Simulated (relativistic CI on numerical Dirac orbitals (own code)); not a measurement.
# Ti³⁺: L2,3 absorption multiplets

Wanted: the shape of the L2,3 absorption spectrum of Ti³⁺ in 5 surroundings, from the same atomic integrals.

The numbers are computed with relativistic CI on numerical Dirac orbitals (own code) version 1 (Dirac-Coulomb-Breit CI, KLI orbitals optimised for each configuration, model QED (radiative potential, 1s self-energy scaled to tabulated hydrogen-like ionisation energies), valence Slater integrals scaled by 0.8, multiplet model of core-to-valence dipole absorption), except any that are marked as measured or tabulated.

## (1) Starting point

| Item | Value |
| --- | --- |
| ion | Ti³⁺ (Ti IV) |
| nuclear charge | 22 |
| electrons | 19 |
| configurations | [Ar] 3d → [He] 2s2 2p5 3s2 3p6 3d2 |
| magnetising field for the dichroism, Lz and Sz | exchange field 10 meV on Sz; these come from the lowest magnetised state alone (0 K) |
| temperature of the isotropic spectrum | 300 K |
| widths | Lorentz 0.4 eV, Gauss 0.3 eV |
| surrounding 1 | free ion |
| surrounding 2 | D3d, 10Dq = 9000, Dsigma = 130, Dtau = -430 cm⁻¹ |
| surrounding 3 | Oh, 10Dq = 15200 cm⁻¹ |
| surrounding 4 | D3d, 10Dq = 19400, Dsigma = -710, Dtau = -120 cm⁻¹ |
| surrounding 5 | D3d, 10Dq = 16250, Dsigma = -790, Dtau = 450 cm⁻¹ |

## (2) Surrounding 1: free ion

Settings of the run:

```ini
atom Ti  Z=22  charge=3  electrons=19
nucleus A=48  rms_radius_fm=3.5921
hamiltonian dirac-coulomb  breit=on  qed=on  c_scale=1
orbitals kli  potential=per-configuration
slater_scale 0.8
correlation none
mixing on
configurations
  [Ar] 3d
  [He] 2s2 2p5 3s2 3p6 3d2
end
absorption L2,3 T=300 lorentz=0.4 gauss=0.3
crystal_field free
```

## (3) Surrounding 2: D3d, 10Dq = 9000, Dsigma = 130, Dtau = -430

Changes to the settings of step 2:

```diff
@@ -12,2 +12,2 @@
 absorption L2,3 T=300 lorentz=0.4 gauss=0.3
-crystal_field free
+crystal_field D3d 10Dq=9000 Dsigma=130 Dtau=-430
```

## (4) Surrounding 3: Oh, 10Dq = 15200

Changes to the settings of step 3:

```diff
@@ -12,2 +12,2 @@
 absorption L2,3 T=300 lorentz=0.4 gauss=0.3
-crystal_field D3d 10Dq=9000 Dsigma=130 Dtau=-430
+crystal_field Oh 10Dq=15200
```

## (5) Surrounding 4: D3d, 10Dq = 19400, Dsigma = -710, Dtau = -120

Changes to the settings of step 4:

```diff
@@ -12,2 +12,2 @@
 absorption L2,3 T=300 lorentz=0.4 gauss=0.3
-crystal_field Oh 10Dq=15200
+crystal_field D3d 10Dq=19400 Dsigma=-710 Dtau=-120
```

## (6) Surrounding 5: D3d, 10Dq = 16250, Dsigma = -790, Dtau = 450

Changes to the settings of step 5:

```diff
@@ -12,2 +12,2 @@
 absorption L2,3 T=300 lorentz=0.4 gauss=0.3
-crystal_field D3d 10Dq=19400 Dsigma=-710 Dtau=-120
+crystal_field D3d 10Dq=16250 Dsigma=-790 Dtau=450
```

(Steps that only read results are left out.)

Before running it: what results should come out? Wanted: highest peak, first run; ground spin; share of the lower edge; core spin-orbit splitting.

**Answer**, as computed:

| surrounding | ground S | Lz (0 K) | Sz (0 K) | centroid (eV) | share of the lower edge | up to four highest peaks (% of the highest), eV |
| --- | --- | --- | --- | --- | --- | --- |
| 1: free | 0.50 | 1.86 | -0.36 | 463.51 | 0.977 | 460.4 (60), 461.1 (88), 463.7 (46), 466.2 (100) |
| 2: D3d | 0.50 | 0.62 | -0.50 | 463.74 | - | 461.2 (81), 463.8 (37), 465.4 (38), 466.4 (100) |
| 3: Oh | 0.50 | 1.00 | -0.50 | 463.74 | - | 461.7 (96), 463.1 (68), 465.6 (86), 466.9 (100) |
| 4: D3d | 0.50 | 1.11 | -0.50 | 463.79 | - | 461.8 (82), 463.1 (73), 465.8 (75), 467.2 (100) |
| 5: D3d | 0.50 | 0.03 | -0.48 | 463.77 | - | 461.8 (94), 463.0 (82), 465.8 (81), 467.2 (100) |

| quantity | value |
| --- | --- |
| highest peak, first run | 466.2 eV |
| ground spin (effective S from ⟨S²⟩) | 0.50 |
| share of the lower edge | 0.977 |
| core spin-orbit splitting (without Breit) | 6.05 eV |

What this shows: The lower edge takes 0.98 of the intensity in surrounding 1, above the statistical 0.67. The position of the maximum differs by up to 1.0 eV between the surroundings, by shifts of peaks or by peaks exchanging rank. Edge positions are free-ion values and differ from those in solids by a few eV or more.
